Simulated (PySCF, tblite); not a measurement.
# C₉H₆ClN: vibronic structure

What do calculations give for the vibronic structure of C₉H₆ClN (`Clc1cncc2ccccc12`)?

Programs: tblite 0.8.0 and PySCF 2.14.0, with routines of our own; each step states its level. All values are computed. Atoms count from 0.

## (1) The system as given

17 atoms, charge 0, multiplicity 1; geometry from: force field or distance geometry start.

## (2) Optimising the geometry with GFN2-xTB

The job: settings as JSON, then the geometry in Å.

```
{"job": {"kind": "relax", "xc": "GFN2-xTB", "basis": "xTB"}, "charge": 0, "multiplicity": 1}
Cl     2.130100    -2.620600    -0.503600
C      1.648400    -0.974400    -0.229300
C      2.663000    -0.024800    -0.096000
N      2.425600     1.299900     0.113800
C      1.129300     1.660700     0.235900
C      0.036300     0.790800     0.122900
C     -1.282300     1.253000     0.243300
C     -2.348200     0.369400     0.145400
C     -2.110700    -0.988600    -0.085800
C     -0.808900    -1.454000    -0.205000
C      0.300700    -0.579900    -0.108200
H      3.699200    -0.295600    -0.179000
H      0.978800     2.726900     0.416600
H     -1.483800     2.302900     0.423000
H     -3.377500     0.737800     0.238600
H     -2.951200    -1.678400    -0.158000
H     -0.655800    -2.513000    -0.384400
```

Launch:

```bash
$ OMP_NUM_THREADS=1 python excited_run.py task.json out
```

The driver reads the jobs from task.json and runs them one after another.

Log:

```text
step      E/eV     max force
  0    -810.68256    2.315
  1    -810.79787    0.750
  2    -810.81136    0.259
  3    -810.81779    0.216
  4    -810.82445    0.164
  5    -810.82659    0.147
  6    -810.82815    0.138
  7    -810.82961    0.106
  8    -810.83087    0.102
  9    -810.83153    0.066
 10    -810.83190    0.055
 11    -810.83222    0.050
 12    -810.83250    0.043
 13    -810.83269    0.037
 14    -810.83282    0.035
 15    -810.83292    0.026
 16    -810.83299    0.020
 17    -810.83304    0.020
 18    -810.83308    0.019
 19    -810.83312    0.015
 20    -810.83314    0.013
 21    -810.83315    0.005
```

Run time: 0.19 s. Hardware: 1 thread of Arm Neoverse V1, shared host.

Along the way:

| step | energy from step 0 (eV) | largest force (eV/Å) |
| --- | --- | --- |
| 0 | 0.0000 | 2.3153 |
| 1 | -0.1153 | 0.7498 |
| 2 | -0.1288 | 0.2587 |
| 3 | -0.1352 | 0.2158 |
| 4 | -0.1419 | 0.1640 |
| 5 | -0.1440 | 0.1473 |
| 6 | -0.1456 | 0.1377 |
| 7 | -0.1471 | 0.1059 |
| 8 | -0.1483 | 0.1017 |
| 9 | -0.1490 | 0.0660 |
| 10 | -0.1493 | 0.0546 |
| 11 | -0.1497 | 0.0499 |
| 12 | -0.1499 | 0.0428 |
| 13 | -0.1501 | 0.0372 |
| 14 | -0.1503 | 0.0348 |
| 15 | -0.1504 | 0.0260 |
| 16 | -0.1504 | 0.0203 |
| 17 | -0.1505 | 0.0199 |
| 18 | -0.1505 | 0.0193 |
| 19 | -0.1506 | 0.0153 |
| 20 | -0.1506 | 0.0129 |
| 21 | -0.1506 | 0.0055 |

Close pairs (by a distance rule), those that changed most:

| bond | before (Å) | after (Å) | change (Å) |
| --- | --- | --- | --- |
| N3–C4 | 1.351 | 1.303 | -0.048 |
| C2–N3 | 1.362 | 1.338 | -0.024 |
| C1–C2 | 1.396 | 1.372 | -0.024 |
| C6–C7 | 1.388 | 1.367 | -0.021 |
| C8–C9 | 1.388 | 1.367 | -0.020 |
| C7–H14 | 1.097 | 1.080 | -0.017 |
| C4–C5 | 1.401 | 1.412 | +0.011 |
| Cl0–C1 | 1.737 | 1.727 | -0.010 |

The end geometry stands in the next job.

## (3) Infrared spectrum with GFN2-xTB

The job: settings as JSON, then the geometry in Å.

```
{"job": {"kind": "ir", "xc": "GFN2-xTB", "basis": "xTB"}, "charge": 0, "multiplicity": 1}
Cl     2.053559    -2.614396    -0.502129
C      1.642860    -0.961240    -0.217250
C      2.635896    -0.021479    -0.099503
N      2.387174     1.274297     0.121767
C      1.149556     1.667767     0.229824
C      0.035985     0.804786     0.128183
C     -1.295184     1.252960     0.247683
C     -2.333147     0.369996     0.143262
C     -2.084591    -0.993054    -0.085465
C     -0.805383    -1.460344    -0.208299
C      0.285680    -0.575149    -0.105265
H      3.679465    -0.290581    -0.181393
H      0.998455     2.724610     0.408951
H     -1.474055     2.303606     0.423104
H     -3.352898     0.713256     0.235498
H     -2.917665    -1.675591    -0.164034
H     -0.612706    -2.507413    -0.384843
```

Log:

```text
mode    cm-1     km/mol
  1     106.4      0.04
  2     154.3      0.02
  3     194.9      0.45
  4     204.8      0.25
  5     367.7      1.02
  6     370.6      0.03
  7     410.6      0.19
  8     431.4      1.44
  9     504.8      0.41
 10     518.1      0.45
 11     523.4      6.20
 12     606.3      4.36
 13     660.4      7.28
 14     724.7      0.37
 15     765.4     16.87
 16     785.1      6.02
 17     853.7     12.75
 18     854.3      3.47
 19     878.0      0.04
 20     894.9      0.04
 21     920.4      0.12
 22     932.0      0.12
 23     947.2     34.23
 24    1075.9      1.88
 25    1148.0      9.22
 26    1152.6     10.78
 27    1176.1      6.87
 28    1202.8     10.68
 29    1222.0      0.18
 30    1237.9     14.36
 31    1316.6     19.06
 32    1332.0     20.46
 33    1377.5      0.21
 34    1397.6     10.50
 35    1437.1      7.18
 36    1481.3      6.90
 37    1546.4      5.75
 38    1572.3     47.43
 39    1606.4      2.33
 40    3055.1     19.73
 41    3077.1     13.64
 42    3079.4      2.70
 43    3085.6     20.28
 44    3093.7     59.43
 45    3101.8     22.16
```

Wall time 0.76 s (1 thread of Arm Neoverse V1, shared host).

Which atoms move in the most intense modes:

| cm⁻¹ | km/mol | atoms |
| --- | --- | --- |
| 947 | 34.2 | C1 35 %, C6 18 % |
| 1317 | 19.1 | H11 16 %, H14 10 % |
| 1332 | 20.5 | C1 24 %, C4 15 %, C2 14 % |
| 1572 | 47.4 | C4 36 %, C1 17 %, N3 17 %, C2 12 % |
| 3055 | 19.7 | H12 92 % |
| 3086 | 20.3 | H15 51 %, H13 31 % |
| 3094 | 59.4 | H14 44 %, H13 21 %, H16 18 % |
| 3102 | 22.2 | H16 65 %, H15 21 % |

## (4) Vibronic structure: TDA B3LYP/def2-SV(P)

Settings changed since step 3:

```diff
@@ -1,2 +1,2 @@
-{"job": {"kind": "ir", "xc": "GFN2-xTB", "basis": "xTB"}, "charge": 0, "multiplicity": 1}
+{"job": {"kind": "vib", "xc": "B3LYP", "basis": "def2-SV(P)", "tda": true}, "charge": 0, "multiplicity": 1}
 Cl     2.053559    -2.614396    -0.502129
```

With the program's defaults for keys left out, this is: TDA B3LYP/def2-SV(P) vertical-gradient vibronic structure (displaced harmonic oscillators, Condon), gas phase.

Log:

```text
final grid: 72888 points
cycle   1  E = -861.0438213953  dE =  2.075e+00  |g| = 4.037e-01  |ddm| = 5.892e+00
cycle   2  E = -861.0154416768  dE =  2.838e-02  |g| = 5.467e-01  |ddm| = 1.481e+00
cycle   3  E = -861.0847872695  dE = -6.935e-02  |g| = 1.248e-01  |ddm| = 8.074e-01
cycle   4  E = -861.0883670180  dE = -3.580e-03  |g| = 4.706e-02  |ddm| = 2.165e-01
cycle   5  E = -861.0889125834  dE = -5.456e-04  |g| = 1.709e-02  |ddm| = 8.781e-02
cycle   6  E = -861.0889856671  dE = -7.308e-05  |g| = 4.916e-03  |ddm| = 2.527e-02
cycle   7  E = -861.0889916658  dE = -5.999e-06  |g| = 1.789e-03  |ddm| = 8.691e-03
cycle   8  E = -861.0889925356  dE = -8.698e-07  |g| = 4.036e-04  |ddm| = 2.509e-03
cycle   9  E = -861.0889925775  dE = -4.195e-08  |g| = 1.111e-04  |ddm| = 6.564e-04
cycle  10  E = -861.0889925796  dE = -2.118e-09  |g| = 6.519e-05  |ddm| = 1.835e-04
cycle  11  E = -861.0889925808  dE = -1.148e-09  |g| = 1.159e-05  |ddm| = 8.963e-05
cycle  12  E = -861.0889925808  dE = -3.070e-11  |g| = 6.392e-06  |ddm| = 2.323e-05
converged SCF energy = -861.0889925808

Singlet excitations (eV, f): 4.203 (0.0008)  4.438 (0.1018)  4.682 (0.0318)  5.022 (0.0019)  5.498 (0.0036)  6.055 (0.1985)

State S1  4.2033 eV  f = 0.00077  H-1->L 0.98
  relaxed dipole 2.167 D, largest gradient of the excitation energy 0.0846 Eh/bohr
  mode    cm-1        S   lambda/meV  Raman
   16    785.1    1.1351     110.5   0.871
   37   1546.4    0.3359      64.4   1.000
   18    854.3    0.5463      57.9   0.496
   36   1481.3    0.2430      44.6   0.664
   23    947.2    0.3599      42.3   0.402
   33   1377.5    0.2010      34.3   0.475
   13    660.4    0.4178      34.2   0.227
    9    504.8    0.4498      28.1   0.143
    7    410.6    0.4970      25.3   0.104
   10    518.1    0.1660      10.7   0.055
   30   1237.9    0.0600       9.2   0.115
   25   1148.0    0.0582       8.3   0.095
  reorganisation energy 0.5029 eV, total S 4.760, 0-0 3.7003 eV
  absorption maximum 4.160 eV, width 0.598 eV

State S2  4.4375 eV  f = 0.10183  H->L 0.73, H->L+1 0.12
  relaxed dipole 1.446 D, largest gradient of the excitation energy 0.0436 Eh/bohr
  mode    cm-1        S   lambda/meV  Raman
   34   1397.6    0.2911      50.4   1.000
   37   1546.4    0.1741      33.4   0.732
   33   1377.5    0.1509      25.8   0.504
    5    367.7    0.4976      22.7   0.118
   10    518.1    0.2995      19.2   0.141
   36   1481.3    0.0623      11.4   0.240
   38   1572.3    0.0343       6.7   0.149
   13    660.4    0.0799       6.5   0.061
   23    947.2    0.0535       6.3   0.084
   39   1606.4    0.0271       5.4   0.123
   32   1332.0    0.0324       5.4   0.101
    3    194.9    0.1249       3.0   0.008
  reorganisation energy 0.1997 eV, total S 1.860, 0-0 4.2378 eV
  absorption maximum 4.242 eV, width 0.300 eV

State S6  6.0554 eV  f = 0.19853  H-3->L+1 0.52, H-2->L 0.12, H->L+1 0.11
  relaxed dipole 1.812 D, largest gradient of the excitation energy 0.0230 Eh/bohr
  mode    cm-1        S   lambda/meV  Raman
   13    660.4    0.3384      27.7   1.000
    5    367.7    0.4156      18.9   0.381
   18    854.3    0.1124      11.9   0.556
   10    518.1    0.1814      11.7   0.330
   24   1075.9    0.0598       8.0   0.469
   26   1152.6    0.0369       5.3   0.332
   39   1606.4    0.0213       4.2   0.372
   33   1377.5    0.0192       3.3   0.247
   25   1148.0    0.0197       2.8   0.176
   32   1332.0    0.0152       2.5   0.183
    9    504.8    0.0387       2.4   0.067
   34   1397.6    0.0139       2.4   0.184
  reorganisation energy 0.1103 eV, total S 1.356, 0-0 5.9451 eV
  absorption maximum 5.947 eV, width 0.180 eV

State T1  2.9786 eV  f = 0.00000  H->L 0.93
  relaxed dipole 2.039 D, largest gradient of the excitation energy 0.0713 Eh/bohr
  mode    cm-1        S   lambda/meV  Raman
   37   1546.4    0.8571     164.3   1.000
   33   1377.5    0.4465      76.3   0.413
   34   1397.6    0.3540      61.3   0.337
   36   1481.3    0.2885      53.0   0.309
   10    518.1    0.3165      20.3   0.041
   32   1332.0    0.1201      19.8   0.104
    5    367.7    0.2869      13.1   0.019
   38   1572.3    0.0154       3.0   0.019
    9    504.8    0.0448       2.8   0.006
    3    194.9    0.0951       2.3   0.002
   27   1176.1    0.0133       1.9   0.009
   29   1222.0    0.0127       1.9   0.009
  reorganisation energy 0.4266 eV, total S 2.910, 0-0 2.5520 eV
  absorption maximum 2.920 eV, width 0.452 eV
```

Wall time 63 s (1 thread of Arm Neoverse V1, shared host); peak memory 0.97 GiB.

## (5) Vibronic structure: TDA revPBE/6-31G

Settings changed since step 4:

```diff
@@ -1,2 +1,2 @@
-{"job": {"kind": "vib", "xc": "B3LYP", "basis": "def2-SV(P)", "tda": true}, "charge": 0, "multiplicity": 1}
+{"job": {"kind": "vib", "xc": "revPBE", "basis": "6-31G", "tda": true, "temperature": 77, "nbright": 1}, "charge": 0, "multiplicity": 1}
 Cl     2.053559    -2.614396    -0.502129
```

Level: TDA revPBE/6-31G vertical-gradient vibronic structure (displaced harmonic oscillators, Condon), gas phase.

Log:

```text
final grid: 72888 points
cycle   1  E = -861.1421748660  dE =  1.914e+00  |g| = 4.427e-01  |ddm| = 4.982e+00
cycle   2  E = -861.0724773602  dE =  6.970e-02  |g| = 6.847e-01  |ddm| = 1.942e+00
cycle   3  E = -861.1879808264  dE = -1.155e-01  |g| = 2.098e-01  |ddm| = 1.262e+00
cycle   4  E = -861.1998546643  dE = -1.187e-02  |g| = 6.044e-02  |ddm| = 3.851e-01
cycle   5  E = -861.2008151361  dE = -9.605e-04  |g| = 2.629e-02  |ddm| = 1.336e-01
cycle   6  E = -861.2010073627  dE = -1.922e-04  |g| = 8.873e-03  |ddm| = 4.641e-02
cycle   7  E = -861.2010304781  dE = -2.312e-05  |g| = 2.351e-03  |ddm| = 1.516e-02
cycle   8  E = -861.2010317238  dE = -1.246e-06  |g| = 1.198e-03  |ddm| = 4.999e-03
cycle   9  E = -861.2010321319  dE = -4.081e-07  |g| = 2.360e-04  |ddm| = 1.894e-03
cycle  10  E = -861.2010321476  dE = -1.570e-08  |g| = 5.910e-05  |ddm| = 3.723e-04
cycle  11  E = -861.2010321482  dE = -5.948e-10  |g| = 4.105e-05  |ddm| = 1.351e-04
cycle  12  E = -861.2010321487  dE = -4.934e-10  |g| = 5.785e-06  |ddm| = 6.211e-05
converged SCF energy = -861.2010321487

Singlet excitations (eV, f): 3.374 (0.0003)  4.266 (0.0908)  4.288 (0.0019)  4.520 (0.0170)  5.035 (0.0017)  5.322 (0.0007)

State S1  3.3741 eV  f = 0.00029  H->L 0.97
  relaxed dipole 2.671 D, largest gradient of the excitation energy 0.0804 Eh/bohr
  mode    cm-1        S   lambda/meV  Raman
   16    785.1    1.1492     111.9   0.794
   37   1546.4    0.3730      71.5   1.000
   18    854.3    0.5745      60.9   0.470
   23    947.2    0.3839      45.1   0.386
   13    660.4    0.3771      30.9   0.184
    9    504.8    0.4773      29.9   0.136
   33   1377.5    0.1505      25.7   0.320
   36   1481.3    0.1092      20.1   0.269
   10    518.1    0.3072      19.7   0.092
    7    410.6    0.3333      17.0   0.063
   38   1572.3    0.0790      15.4   0.219
   29   1222.0    0.0611       9.3   0.102
  reorganisation energy 0.4970 eV, total S 4.645, 0-0 2.8772 eV
  absorption maximum 3.341 eV, width 0.594 eV

State S2  4.2657 eV  f = 0.09080  H-1->L 0.76
  relaxed dipole 1.438 D, largest gradient of the excitation energy 0.0394 Eh/bohr
  mode    cm-1        S   lambda/meV  Raman
   37   1546.4    0.2025      38.8   1.000
   34   1397.6    0.1869      32.4   0.753
    5    367.7    0.4843      22.1   0.135
   10    518.1    0.2761      17.7   0.153
   33   1377.5    0.0696      11.9   0.273
   13    660.4    0.1431      11.7   0.129
   36   1481.3    0.0349       6.4   0.158
   39   1606.4    0.0294       5.9   0.157
   38   1572.3    0.0273       5.3   0.140
   23    947.2    0.0294       3.5   0.054
    3    194.9    0.1286       3.1   0.010
   32   1332.0    0.0160       2.6   0.058
  reorganisation energy 0.1646 eV, total S 1.650, 0-0 4.1011 eV
  absorption maximum 4.103 eV, width 0.232 eV

State T1  2.9685 eV  f = 0.00000  H-1->L 0.97
  relaxed dipole 2.387 D, largest gradient of the excitation energy 0.0635 Eh/bohr
  mode    cm-1        S   lambda/meV  Raman
   37   1546.4    0.7239     138.8   1.000
   33   1377.5    0.3506      59.9   0.384
   34   1397.6    0.2880      49.9   0.325
   36   1481.3    0.2291      42.1   0.290
   10    518.1    0.3046      19.6   0.047
   32   1332.0    0.0929      15.3   0.095
    5    367.7    0.2588      11.8   0.020
    9    504.8    0.0476       3.0   0.007
   38   1572.3    0.0146       2.8   0.021
    3    194.9    0.1010       2.4   0.002
   27   1176.1    0.0123       1.8   0.010
   29   1222.0    0.0103       1.6   0.009
  reorganisation energy 0.3545 eV, total S 2.483, 0-0 2.6141 eV
  absorption maximum 2.798 eV, width 0.566 eV
```

Wall time 38 s (1 thread of Arm Neoverse V1, shared host); peak memory 0.77 GiB.

## (6) Outcome

```
                                                                                      quantity                     value
                                                     strongest single infrared mode (GFN2-xTB)      3094 cm⁻¹, 59 km/mol
                                                                  zero-point energy (GFN2-xTB)             76.3 kcal/mol
S1: vertical, reorganisation, 0-0, total S (step 4, TDA B3LYP/def2-SV(P), modes from GFN2-xTB)  4.20, 0.50, 3.70 eV; 4.8
S2: vertical, reorganisation, 0-0, total S (step 4, TDA B3LYP/def2-SV(P), modes from GFN2-xTB)  4.44, 0.20, 4.24 eV; 1.9
S6: vertical, reorganisation, 0-0, total S (step 4, TDA B3LYP/def2-SV(P), modes from GFN2-xTB)  6.06, 0.11, 5.95 eV; 1.4
    S1: vertical, reorganisation, 0-0, total S (step 5, TDA revPBE/6-31G, modes from GFN2-xTB)  3.37, 0.50, 2.88 eV; 4.6
    S2: vertical, reorganisation, 0-0, total S (step 5, TDA revPBE/6-31G, modes from GFN2-xTB)  4.27, 0.16, 4.10 eV; 1.6
    T1: vertical, reorganisation, 0-0, total S (step 5, TDA revPBE/6-31G, modes from GFN2-xTB)  2.97, 0.35, 2.61 eV; 2.5
```

In words: All 45 modes are real, so the xTB geometry is a minimum. The strongest single mode, at 3094 cm⁻¹, has its largest shares on H14, H13 and H16 (the list is cut at 3 atoms). GFN2-xTB is a fitted tight-binding method: band positions and strengths are rough. Its intensities can rank the bands wrongly. The vibronic model keeps the ground-state modes (from xTB) and shifts them along the gradient alone, so it can miss much of the relaxation that a full optimisation finds. Some states lie very close; unless symmetry makes them partners, their order is unsure.
